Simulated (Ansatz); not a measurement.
**SbH2+ (triplet): from Hartree-Fock to the top rungs at distance Sb1–H2 = 2.674 Å, def2-SVP**

How much of the correlation energy of SbH2+ (triplet) does each wave-function method recover here?

The runs use Ansatz 0.2.0, Gaussian basis; def2-SVP, core rule «outside noble gas», up to 9 orbitals frozen.

To be run: UHF; CCSD(T) on ROHF; CCSD(T) on UHF; BCCD(T) on ROHF; CISD; CCSDT(Q) on ROHF; CCSDT(Q) on UHF; CASSCF and MRCISD+Q, 4 electrons in 4 orbitals; CASSCF and NEVPT2, 4 electrons in 4 orbitals; CASSCF and MRCISD+Q, 6 electrons in 6 orbitals; CASSCF and NEVPT2, 6 electrons in 6 orbitals; Full CI.

13 further runs of the same task are left out: 11 that didn't finish, 2 set aside as unsound or not needed.

### Step 1. The geometry

The geometry derives from a PBE0/def2-TZVP stationary point (not a proven minimum). One bond is set to the value named and the two fragments are kept rigid. No spin-orbit coupling is included. Elements past krypton take def2 core potentials.

3 atoms, charge 1, spin multiplicity 3.

Atoms are counted from 1 here; the program's logs count them from 0.

Bond lengths: Sb1–H3 1.691 Å.

### Step 2. UHF

in.yaml reads:

```yaml
crystal:
  periodic: [false, false, false]
  atoms:
    - {symbol: Sb, position_ang: [0.000000, -0.017604, 0.006956]}
    - {symbol: H, position_ang: [0.000000, 1.306762, -2.316045]}
    - {symbol: H, position_ang: [0.000000, 0.819775, 1.475759]}
basis:
  gaussian: {orbitals: def2-SVP}
total_charge: 1
magnetization: {spin_polarized: true, initial_magnetization: 2}
hamiltonian: {xc: hf}
output: {orbitals: {seedname: orbitals}}
```

The run is started by

```
> ansatz run in.yaml --threads 1 --pin off --events-out ev --progress --plain --max-ram 2393MiB
```

The runs that follow: CCSD(T) on ROHF; CCSD(T) on UHF; BCCD(T) on ROHF; CISD; CCSDT(Q) on ROHF; CCSDT(Q) on UHF; CASSCF and MRCISD+Q, 4 electrons in 4 orbitals; CASSCF and NEVPT2, 4 electrons in 4 orbitals; CASSCF and MRCISD+Q, 6 electrons in 6 orbitals; CASSCF and NEVPT2, 6 electrons in 6 orbitals; Full CI.

Q: Predict the results of all the runs planned. Wanted: FCI below the RHF energy; RMP2 from FCI; UMP2 from FCI; RCCSD from FCI; RCCSD(T) from FCI; UCCSD(T) from FCI; RCCSDT(Q) from FCI; UCCSDT(Q) from FCI; NEVPT2 valence from FCI.

As calculated:

| quantity | value |
| --- | --- |
| FCI below the RHF energy | -2.3386 eV |
| RMP2 from FCI | +64.7 kJ/mol |
| UMP2 from FCI | +63.2 kJ/mol |
| RCCSD from FCI | +6.6 kJ/mol |
| RCCSD(T) from FCI | +2.3 kJ/mol |
| UCCSD(T) from FCI | +1.6 kJ/mol |
| RCCSDT(Q) from FCI | 0.0 kJ/mol |
| UCCSDT(Q) from FCI | -0.8 kJ/mol |
| NEVPT2 valence from FCI | +36.0 kJ/mol |
| MRCISD+Q valence from FCI | 0.0 kJ/mol |
| levels within 1 kcal/mol (43 meV) | RCCSD(T), UCCSD(T), BCCD(T), RCCSDT, UCCSDT, RCCSDT(Q), UCCSDT(Q), MRCISD+Q valence |
| T1 diagnostic | 0.048 |
| effectively unpaired electrons | 2.07 |

In words: RCCSD(T) misses by +2.3 kJ/mol, 1.0 % of the correlation energy. UCCSDT, UCCSDT(Q) fall below full CI: unrestricted runs freeze a spin-polarised core, another one than full CI's, and coupled cluster isn't variational. The occupations are near whole numbers, but T1 = 0.048 shows that the orbitals relax strongly. Of the multireference levels listed MRCISD+Q valence comes nearest in total energy (0.0 kJ/mol), which doesn't show that its space is the better one. These misses are within one basis, not against nature; the frozen cores of restricted and unrestricted runs differ, which can shift their rows.
